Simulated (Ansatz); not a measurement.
# C₂H₅FSn, SMILES C=[CH][SnH2][F]: a ladder of methods at one geometry

Computed with Ansatz 0.2.0, Python API.

Interactive session:
```pycon
>>> from pathlib import Path
>>> import warnings
>>> import ansatz as az
>>> import numpy as np
>>> warnings.simplefilter("ignore", az.DeckWarning)
>>> geometry = (
...     az.Crystal.molecule()
...     .atom("C", [-1.1413, 1.0796, -0.2462])
...     .atom("C", [-0.8769, -0.1651, -0.1293])
...     .atom("Sn", [1.0972, -0.7451, 0.2425])
...     .atom("F", [2.3445, -0.1219, -1.1953])
...     .atom("H", [-2.2143, 1.4088, -0.4724])
...     .atom("H", [-0.4278, 1.9074, -0.1699])
...     .atom("H", [-1.6139, -0.9217, -0.2153])
...     .atom("H", [1.7011, -0.0138, 1.7559])
...     .atom("H", [1.2199, -2.4744, 0.4128])
... )
>>> base = geometry.calculation().basis(gaussian="def2-SVP")
>>> print("functional    E (Ha)        dipole (D)   HOMO (eV)  LUMO (eV)")
functional    E (Ha)        dipole (D)   HOMO (eV)  LUMO (eV)
>>> for name in ["hse06", "revpbe", "cam_b3lyp", "pbe0"]:
...     rep = base.functional(name).forces().orbitals().run(threads=1, runs_dir="runs").report
...     lines = Path(rep["orbitals_path"]).read_text().splitlines()
...     field_of = lambda key: [line.split("=")[1].strip() for line in lines if line.startswith(key)]
...     orbitals = [(27.211386 * float(e), s, float(n)) for e, s, n in zip(field_of("Ene="), field_of("Spin="), field_of("Occup="))]
...     homo = max(e for e, _, n in orbitals if n > 0.5)
...     lumo = min(e for e, _, n in orbitals if n < 0.5)
...     dipole = 4.803205 * np.linalg.norm(rep["charge_distribution"]["dipole_moment_e_ang"])
...     print(f"{name:10s} {rep['free_energy_ev'] / 27.211386246:14.6f} {dipole:9.3f} {homo:11.3f} {lumo:10.3f}")
...
hse06         -392.978063     3.067      -8.020     -1.458
revpbe        -393.167493     2.839      -7.012     -1.891
cam_b3lyp     -393.087555     3.059      -9.718      0.018
pbe0          -392.988688     3.068      -8.419     -1.079
```

Reading the output:
- Total energies depend on the basis set; only differences at equal settings carry meaning.
- The geometry is a force-field or estimated start, not a minimum of this method, and the basis set is short of its limit. A lower total doesn't mark the better method: functionals have no common bound, and MP2 and coupled cluster aren't variational.
- def2 sets replace the cores of elements past krypton by effective core potentials.
- Levels such as HOMO and LUMO are orbital energies: with these approximate functionals they aren't the ionisation energy and electron affinity, and their gap isn't the fundamental gap.
- hse06 follows the composition of plane-wave codes, whose totals differ by tens of mHa, up to about 0.1 Ha, from the form usual in Gaussian-basis programs (wpbeh).
- Run time: 18 s on 1 thread of Arm Neoverse V1, with other jobs on the host, peak memory 0.28 GiB.
